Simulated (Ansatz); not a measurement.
# ClFHOSn radical: small, medium and large basis sets

Aim: see how fast density functionals converge with the basis set for ClFHOSn radical.

Computed with Ansatz 0.2.0, Gaussian basis. Level: one geometry, several basis sets.

Plan: PBE0-D4/def2-SVP; ωB97M-V/def2-SVP; PBE0-D4/def2-QZVPP; ωB97M-V/def2-QZVPP; the functionals' def2-TZVPP values are taken from earlier runs.

**1. The geometry**

An earlier PBE0-D4 in a triple-zeta def2 set relaxation fixed the geometry. Sn takes the def2 core potential; no spin-orbit term is included.

SMILES `[O][SnH]([F])[Cl]`, 5 atoms, charge 0, spin multiplicity 2.

Atoms are counted from 1 here; the program's logs count them from 0.

Bond lengths: O1–Sn2 1.971 Å, Sn2–F3 1.903 Å, Sn2–Cl4 2.291 Å, Sn2–H5 1.690 Å. Angles: O1–Sn2–F3 106.9°, O1–Sn2–Cl4 106.9°, O1–Sn2–H5 112.1°, F3–Sn2–Cl4 105.0°, F3–Sn2–H5 109.4°, Cl4–Sn2–H5 115.9°.

**2. PBE0-D4 in def2-SVP**

in.yaml

```yaml
crystal:
  periodic: [false, false, false]
  atoms:
    - {symbol: O, position_ang: [0.988620, 1.257592, 1.105420]}
    - {symbol: Sn, position_ang: [-0.037861, 0.084331, -0.100744]}
    - {symbol: F, position_ang: [1.227877, -0.923308, -1.103159]}
    - {symbol: Cl, position_ang: [-1.108718, -1.453938, 1.216183]}
    - {symbol: H, position_ang: [-1.020119, 0.961722, -1.159201]}
basis:
  gaussian: {orbitals: def2-SVP}
magnetization: {spin_polarized: true, initial_magnetization: 1}
hamiltonian: {xc: pbe0, dispersion: d4}
output: {orbitals: {seedname: orbitals}}
```

After this run come: ωB97M-V in def2-SVP; PBE0-D4 in def2-QZVPP; ωB97M-V in def2-QZVPP.

Q: Predict the results of all the runs planned. Wanted: PBE0-D4: double and triple zeta above quadruple; ωB97M-V: double and triple zeta above quadruple.

As calculated:

| quantity | value |
| --- | --- |
| PBE0-D4: double and triple zeta above quadruple | 11.63, 0.72 eV |
| ωB97M-V: double and triple zeta above quadruple | 11.70, 0.69 eV |

What this shows: For PBE0-D4 the step from double to triple zeta gains 10.91 eV and the next only 0.72 eV. Total energies overstate the basis error of differences, where much of it tends to cancel.
